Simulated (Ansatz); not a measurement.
# BrFH4Sn (built from SMILES Br.[F][SnH3]): a reaction path by the nudged elastic band

What path joins these two structures, and how high does it climb? Both ends were relaxed at PBE0-D4 in triple zeta.

Method: PBE0-D4/def2-SVP; program: Ansatz 0.2.0, Gaussian basis.

24 further runs of the same task are left out: 2 that didn't finish, 22 set aside as unsound or not needed.

### 1 Starting geometry

The first end: 7 atoms, charge 0, spin multiplicity 1.

Atoms are counted from 1 here; the program's logs count them from 0.

Bond lengths: Sn1–F2 1.950 Å, Sn1–H3 1.698 Å, Sn1–H4 1.696 Å, Sn1–H5 1.696 Å, H6–Br7 1.441 Å. Angles: F2–Sn1–H3 103.0°, F2–Sn1–H4 103.8°, F2–Sn1–H5 103.8°, H3–Sn1–H4 114.6°, H3–Sn1–H5 114.6°, H4–Sn1–H5 115.0°.

As a file:

```mol
BrFH4Sn
  3D, bonds by distance, orders not assigned

  7  5  0  0  0  0  0  0  0  0999 V2000
   -0.6385   -0.9398   -0.0316 Sn  0  0
    1.1453   -0.2268   -0.3648 F   0  0
   -0.4749   -2.5807   -0.4352 H   0  0
   -1.6314   -0.0504   -1.0808 H   0  0
   -0.8913   -0.6407    1.6189 H   0  0
    1.3597    1.5319   -0.0359 H   0  0
    1.1311    2.9066    0.3294 Br  0  0
  1  2  8  0
  1  3  8  0
  1  4  8  0
  1  5  8  0
  6  7  8  0
M  END
```

The second end:

| atom | x (Å) | y (Å) | z (Å) |
| --- | --- | --- | --- |
| Sn1 | -1.08220 | -0.28868 | 0.22720 |
| F2 | 2.67009 | -0.13015 | -0.73860 |
| H3 | -0.03224 | -1.49164 | -0.33772 |
| H4 | -2.35788 | 0.06432 | -0.83639 |
| H5 | -1.60560 | -0.52853 | 1.82458 |
| H6 | 2.11965 | 0.56200 | -0.44626 |
| Br7 | 0.28819 | 1.81277 | 0.30719 |

### 2 The band at PBE0-D4/def2-SVP

Input file neb/in.yaml:

```yaml
crystal:
  periodic: [false, false, false]
  atoms:
    - {symbol: Sn, position_ang: [-0.638513, -0.939751, -0.031601]}
    - {symbol: F, position_ang: [1.145297, -0.226808, -0.364810]}
    - {symbol: H, position_ang: [-0.474853, -2.580731, -0.435189]}
    - {symbol: H, position_ang: [-1.631382, -0.050409, -1.080767]}
    - {symbol: H, position_ang: [-0.891281, -0.640748, 1.618891]}
    - {symbol: H, position_ang: [1.359670, 1.531908, -0.035881]}
    - {symbol: Br, position_ang: [1.131062, 2.906639, 0.329356]}
basis:
  gaussian: {orbitals: def2-SVP}
hamiltonian: {xc: pbe0, dispersion: d4}
neb:
  images: 5
  climbing: true
  max_iterations: 40
  initial_path: idpp
  final_atoms:
    - {symbol: Sn, position_ang: [-1.082201, -0.288676, 0.227200]}
    - {symbol: F, position_ang: [2.670087, -0.130152, -0.738596]}
    - {symbol: H, position_ang: [-0.032240, -1.491643, -0.337719]}
    - {symbol: H, position_ang: [-2.357883, 0.064324, -0.836395]}
    - {symbol: H, position_ang: [-1.605604, -0.528527, 1.824576]}
    - {symbol: H, position_ang: [2.119653, 0.562003, -0.446258]}
    - {symbol: Br, position_ang: [0.288187, 1.812771, 0.307191]}
```

Run with:

```bash
ansatz run in.yaml --threads 4 --pin off --events-out ev --progress --plain --max-ram 9574MiB
```

Before running it: what results should come out? Wanted: from earlier runs: barrier over the separately found saddle, CCSD(T)/def2-TZVPP.

**Answer**, as computed:

```
                                                                       quantity                                                   value
                                                PBE0-D4/def2-SVP, 10 iterations  highest 6.0 kcal/mol (image 2), last end -9.8 kcal/mol
from earlier runs: barrier over the separately found saddle, CCSD(T)/def2-TZVPP                                           12.0 kcal/mol
```

**Reading.** The highest image lies 6.0 kcal/mol above the first end, and it climbed, so it estimates the saddle. The ends are not quite minima at this level (largest force component 0.48 eV/Å), so the heights are unreliable: relaxing the first end would lower it and raise the barrier above it. The highest image is 6.0 kcal/mol below the CCSD(T) barrier in triple zeta, which comes from separate runs on the saddle.
